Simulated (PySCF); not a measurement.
**C3H8Te (SMILES CC(C)[TeH]) at 6 levels**

Aim: a comparison of 6 runs (HF/STO-3G, SVWN5/STO-3G, PBE/3-21G, PBE0/def2-SVP, r2SCAN/def2-TZVP, CCSD(T)/def2-SVP) of C3H8Te. 

Program for the calculation: PySCF 2.14.0.

1 further run of the same task is left out (set aside as unsound or not needed).

## 1. The structure to begin with

C3H8Te has 12 atoms, charge 0, and is taken as a singlet. SMILES: `CC(C)[TeH]`. The coordinates come from a PBE0-D4/def2-TZVP relaxation. This is one conformer, not always the lowest.

Bond lengths: C1–C2 1.516 Å, C2–C3 1.513 Å, C2–Te4 2.171 Å, C1–H5 1.092 Å, C1–H6 1.094 Å, C1–H7 1.095 Å, C2–H8 1.091 Å, C3–H9 1.093 Å, C3–H10 1.091 Å, C3–H11 1.097 Å, Te4–H12 1.659 Å. Some angles: C1–C2–C3 112.6°, C1–C2–Te4 107.5°, C3–C2–Te4 111.6°, C1–C2–H8 109.7°, C3–C2–H8 110.4°, Te4–C2–H8 104.6°, C2–C1–H5 112.2°, C2–C1–H6 111.3°, C2–C1–H7 109.8°, C2–C3–H9 111.1°.

## 2. Energy and gradient at HF/STO-3G (run 1)

File calc.py:

```python
from pyscf import gto, scf

mol = gto.M(
    atom='''
C   -0.017800   0.784000  -1.235700
C    0.062100  -0.336600  -0.217200
C    0.596700   0.130200   1.119500
Te  -1.924600  -1.192400  -0.030700
H   -0.376900   0.434100  -2.206000
H   -0.680400   1.584100  -0.893700
H    0.975100   1.220700  -1.384500
H    0.676400  -1.148500  -0.609900
H   -0.039800   0.908700   1.546900
H    0.661300  -0.685200   1.841800
H    1.603100   0.546700   0.991900
H   -1.458300  -2.300900   1.111600
''',
    max_memory=1860,
    verbose=4,
    basis='sto-3g',
)

hf = scf.RHF(mol)
hf.conv_tol = 1e-10
hf.kernel()
if not hf.converged:
    hf = hf.newton().run(hf.mo_coeff, hf.mo_occ)

energy = hf.e_tot
print('Final energy', energy)
grad = hf.nuc_grad_method().kernel()
dip = hf.dip_moment()
pop, q = hf.mulliken_pop()
```

Started as:

```bash
OMP_NUM_THREADS=1 python calc.py
```

Standard output:

```text
PySCF version 2.14.0

[... 64 lines left out ...]
converged SCF energy = -6664.0058138358
Final energy -6664.005813835804
[... 11 lines left out ...]
Dipole moment(X, Y, Z, Debye):  1.65555,  0.00077,  0.51997
[... 24 lines left out ...]
pop of  3 Te 3px          1.99895
pop of  3 Te 3py          1.99916
pop of  3 Te 3pz          1.99937
pop of  3 Te 4px          1.99798
pop of  3 Te 4py          1.99825
pop of  3 Te 4pz          1.99879
pop of  3 Te 5px          1.22123
pop of  3 Te 5py          1.35349
pop of  3 Te 5pz          1.52557
pop of  3 Te 3dxy         1.99993
pop of  3 Te 3dyz         1.99986
pop of  3 Te 3dz^2        1.99996
pop of  3 Te 3dxz         1.99997
pop of  3 Te 3dx2-y2      1.99994
pop of  3 Te 4dxy         1.99817
pop of  3 Te 4dyz         1.99641
pop of  3 Te 4dz^2        1.99902
pop of  3 Te 4dxz         1.99924
pop of  3 Te 4dx2-y2      1.99840
pop of  4 H 1s            0.93598
pop of  5 H 1s            0.93778
pop of  6 H 1s            0.94232
pop of  7 H 1s            0.93641
pop of  8 H 1s            0.93584
pop of  9 H 1s            0.94127
pop of  10 H 1s           0.94055
pop of  11 H 1s           1.07944
 ** Mulliken atomic charges  **
charge of    0C =     -0.17385
charge of    1C =     -0.12157
charge of    2C =     -0.17406
charge of    3Te =      0.11908
charge of    4H =      0.06402
charge of    5H =      0.06222
charge of    6H =      0.05768
charge of    7H =      0.06359
charge of    8H =      0.06416
charge of    9H =      0.05873
charge of   10H =      0.05945
charge of   11H =     -0.07944
```

Wall time 10 s (1 thread of Intel Xeon at 2.50GHz (Skylake/Cascade Lake), shared host); peak memory 0.12 GiB.

## 3. Energy and forces at SVWN5/STO-3G (run 2)

File job.py:

```python
import pyscf.grad
from pyscf import gto, dft

mol = gto.Mole()
mol.atom = '''
C     -0.033637     1.481545    -2.335135
C      0.117352    -0.636082    -0.410449
C      1.127600     0.246042     2.115548
Te    -3.636967    -2.253309    -0.058015
H     -0.712238     0.820330    -4.168736
H     -1.285770     2.993515    -1.688848
H      1.842672     2.306789    -2.616326
H      1.278211    -2.170350    -1.152544
H     -0.075211     1.717194     2.923217
H      1.249676    -1.294840     3.480498
H      3.029420     1.033113     1.874419
H     -2.755788    -4.348071     2.100620
'''
mol.spin = 0
mol.max_memory = 1860
mol.verbose = 3
mol.unit = 'bohr'
mol.basis = 'sto-3g'
mol.build()

mf = dft.RKS(mol, xc='svwn')
mf.conv_tol = 1e-10
mf.grids.level = 5
mf.kernel()
if not mf.converged:
    mf = mf.newton().run(mf.mo_coeff, mf.mo_occ)

e_final = mf.e_tot
print('E(%s) = %.9f' % ('SVWN5', e_final))
grad = mf.Gradients().kernel()
mf.analyze()
```

Started as:

```bash
OMP_NUM_THREADS=1 python job.py
```

Standard output:

```text
converged SCF energy = -6659.81309049597
E(SVWN5) = -6659.813090496
--------------- RKS gradients ---------------
         x                y                z
0 C    -0.0050671746    -0.0099892273     0.0051432318
1 C     0.0180970825     0.0124079619     0.0011391463
2 C    -0.0059998586    -0.0052452098    -0.0068858521
3 Te     0.0040107037     0.0031594649    -0.0028359946
4 H     0.0029530705     0.0038755078     0.0053375434
5 H     0.0042293436    -0.0037292231    -0.0026295477
6 H    -0.0064327531    -0.0026746751     0.0007653564
7 H    -0.0096416558     0.0054890926     0.0037435370
8 H     0.0041888560    -0.0052506842    -0.0019575491
9 H    -0.0003443023     0.0068211236    -0.0045370035
10 H    -0.0053241617    -0.0024466500     0.0007528807
11 H    -0.0006688961    -0.0024196444     0.0019638131
----------------------------------------------
**** MO energy ****
MO #1   energy= -1103.59592115331  occ= 2
MO #2   energy= -163.079005939291  occ= 2
MO #3   energy= -155.759707786674  occ= 2
MO #4   energy= -155.759127164278  occ= 2
MO #5   energy= -155.757687128343  occ= 2
MO #6   energy= -30.7576543971609  occ= 2
MO #7   energy= -28.1989809257593  occ= 2
MO #8   energy= -28.1970389088466  occ= 2
MO #9   energy= -28.1923915749063  occ= 2
MO #10  energy= -19.9342027382075  occ= 2
MO #11  energy= -19.9341222934562  occ= 2
MO #12  energy= -19.9311281675046  occ= 2
MO #13  energy= -19.9298584120374  occ= 2
MO #14  energy= -19.9292840679455  occ= 2
MO #15  energy= -9.61749038727319  occ= 2
MO #16  energy= -9.59335081153736  occ= 2
MO #17  energy= -9.59043202320229  occ= 2
MO #18  energy= -4.88803778762059  occ= 2
MO #19  energy= -3.74299308222854  occ= 2
MO #20  energy= -3.7355530336332   occ= 2
MO #21  energy= -3.72000510543318  occ= 2
MO #22  energy= -1.10081980050687  occ= 2
MO #23  energy= -1.09495283274506  occ= 2
MO #24  energy= -1.08328835489734  occ= 2
MO #25  energy= -1.0783199270334   occ= 2
MO #26  energy= -1.07788008388864  occ= 2
MO #27  energy= -0.682766651602021 occ= 2
MO #28  energy= -0.584338169956537 occ= 2
MO #29  energy= -0.500227421263231 occ= 2
MO #30  energy= -0.426434576829731 occ= 2
MO #31  energy= -0.375998975444661 occ= 2
MO #32  energy= -0.350849030892068 occ= 2
MO #33  energy= -0.327931743037818 occ= 2
MO #34  energy= -0.304540527547711 occ= 2
MO #35  energy= -0.267338236226647 occ= 2
MO #36  energy= -0.264297774505742 occ= 2
MO #37  energy= -0.234240553349326 occ= 2
MO #38  energy= -0.17488177313056  occ= 2
MO #39  energy= -0.0955359548392172 occ= 2
MO #40  energy= 0.090273805348864  occ= 0
MO #41  energy= 0.17853967911607   occ= 0
MO #42  energy= 0.331581735761448  occ= 0
MO #43  energy= 0.363382521733175  occ= 0
MO #44  energy= 0.36989800104803   occ= 0
MO #45  energy= 0.411779852648828  occ= 0
MO #46  energy= 0.429196745399092  occ= 0
MO #47  energy= 0.448626929026577  occ= 0
MO #48  energy= 0.458520561337726  occ= 0
MO #49  energy= 0.469455042428162  occ= 0
MO #50  energy= 0.478006412927725  occ= 0
 ** Mulliken atomic charges  **
charge of    0C =     -0.18021
charge of    1C =     -0.08847
charge of    2C =     -0.18206
charge of    3Te =      0.02572
charge of    4H =      0.06613
charge of    5H =      0.06479
charge of    6H =      0.06148
charge of    7H =      0.06385
charge of    8H =      0.06655
charge of    9H =      0.06102
charge of   10H =      0.06333
charge of   11H =     -0.02214
Dipole moment(X, Y, Z, Debye):  1.93927, -0.02755,  0.66833
```

It took 22 s on 1 thread of Intel Xeon at 2.50GHz (Skylake/Cascade Lake), shared host; peak memory 0.3 GiB.

Runs 3 to 5 aren't shown in full; the table further down has their settings and results.

## 4. The energy at CCSD(T)/def2-SVP (core potential) (run 6)

File mol.xyz:

```xyz
12
C3H8Te
C     -0.017800     0.784000    -1.235700
C      0.062100    -0.336600    -0.217200
C      0.596700     0.130200     1.119500
Te    -1.924600    -1.192400    -0.030700
H     -0.376900     0.434100    -2.206000
H     -0.680400     1.584100    -0.893700
H      0.975100     1.220700    -1.384500
H      0.676400    -1.148500    -0.609900
H     -0.039800     0.908700     1.546900
H      0.661300    -0.685200     1.841800
H      1.603100     0.546700     0.991900
H     -1.458300    -2.300900     1.111600
```

File calc.py:

```python
# CC(C)[TeH]
from pyscf import gto, scf, cc

mol = gto.M(
    atom='mol.xyz',
    basis='def2-svp',
    ecp={'Te': 'def2-svp'},
    spin=0,
    max_memory=1860,
    verbose=4,
)

calc0 = scf.RHF(mol)
calc0.conv_tol = 1e-10
calc0.kernel()
if not calc0.converged:
    calc0 = calc0.newton().run(calc0.mo_coeff, calc0.mo_occ)

mycc = cc.CCSD(calc0, frozen=7)
mycc.kernel()
e_t = mycc.ccsd_t()
etot = mycc.e_tot + e_t
print(f'total energy: {etot:.8f} hartree')
dip = calc0.dip_moment()
pop, q = calc0.mulliken_pop()
```

Started as:

```bash
OMP_NUM_THREADS=1 python calc.py
```

Standard output:

```text
PySCF version 2.14.0

[... 72 lines left out ...]
converged SCF energy = -385.155353484229
[... 12 lines left out ...]
Init t2, MP2 energy = -385.719970406435  E_corr(MP2) -0.564616922206689
[... 11 lines left out ...]
CCSD converged
[... 2 lines left out ...]
total energy: -385.79364340 hartree
Dipole moment(X, Y, Z, Debye):  1.50560,  0.57749, -0.00106
[... 82 lines left out ...]
pop of  6 H 2py           0.00603
pop of  6 H 2pz           0.00390
pop of  7 H 1s            0.75616
pop of  7 H 2s            0.13137
pop of  7 H 2px           0.00790
pop of  7 H 2py           0.01164
pop of  7 H 2pz           0.00447
pop of  8 H 1s            0.75424
pop of  8 H 2s            0.17781
pop of  8 H 2px           0.00879
pop of  8 H 2py           0.01098
pop of  8 H 2pz           0.00550
pop of  9 H 1s            0.75716
pop of  9 H 2s            0.17592
pop of  9 H 2px           0.00397
pop of  9 H 2py           0.01168
pop of  9 H 2pz           0.00972
pop of  10 H 1s           0.75574
pop of  10 H 2s           0.18614
pop of  10 H 2px          0.01568
pop of  10 H 2py          0.00606
pop of  10 H 2pz          0.00349
pop of  11 H 1s           0.68044
pop of  11 H 2s           0.33253
pop of  11 H 2px          0.00227
pop of  11 H 2py          0.00747
pop of  11 H 2pz          0.00808
 ** Mulliken atomic charges  **
charge of    0C =     -0.00934
charge of    1C =     -0.40331
charge of    2C =      0.03309
charge of    3Te =      0.06852
charge of    4H =      0.05176
charge of    5H =      0.04413
charge of    6H =      0.04036
charge of    7H =      0.08846
charge of    8H =      0.04267
charge of    9H =      0.04155
charge of   10H =      0.03289
charge of   11H =     -0.03080
```

Wall time 2.4 min (1 thread of Intel Xeon at 2.50GHz (Skylake/Cascade Lake), shared host); peak memory 0.95 GiB.

## 5. All runs side by side

```tsv
run	level	integration grid	core potential	energy (Eh)	dipole moment (D) of the reference	HOMO energy (eV)	LUMO energy (eV)	wall time
1	HF/STO-3G	–	–	-6664.005814	1.74	-6.14	8.09	10 s
2	SVWN5/STO-3G	5	–	-6659.813090	2.05	-2.60	2.46	22 s
3	PBE/3-21G	5	–	-6703.071645	1.76	-4.72	-1.01	47 s
4	PBE0/def2-SVP (core potential)	5	def2-svp	-386.915426	1.50	-5.89	-0.39	1.8 min
5	r2SCAN/def2-TZVP (core potential)	5	def2-svp	-387.220468	1.63	-5.20	-1.20	6.7 min
6	CCSD(T)/def2-SVP (core potential)	–	def2-svp	-385.793643	1.61	-8.19	2.87	2.4 min
```

## 6. What came out

```
                                          quantity          value
                               run 6: total energy  -385.79364 Eh
       run 6: dipole moment (Hartree–Fock density)         1.61 D
        run 6: HOMO energy (Hartree–Fock orbitals)       -8.19 eV
        run 6: LUMO energy (Hartree–Fock orbitals)        2.87 eV
      run 6: HOMO–LUMO gap (Hartree–Fock orbitals)       11.06 eV
run 6: correlation energy (7 core orbitals frozen)     -638.3 mEh
                             run 6: (T) correction     -18.80 mEh
                              run 6: T1 diagnostic          0.008
```

Over runs 1, 2, 3, 4, 5 the dipole moment (its size) runs from 1.50 D (PBE0/def2-SVP) to 2.05 D (SVWN5/STO-3G). The two ends differ in method and basis and core potential. Over runs 1, 2, 3, 4, 5 the HOMO–LUMO gap runs from 3.71 eV (PBE/3-21G) to 14.23 eV (HF/STO-3G). The two ends differ in method and basis. Totals of different functionals can't be ranked against each other. Some runs of one species differ in core potentials or relativity; totals across that change don't compare. In runs 1, 2 the basis is minimal, so the values are rough. In runs 1, 2, 3 relativity is left out where basis or elements ask for it. All runs together took 12 min, the longest 6.7 min.
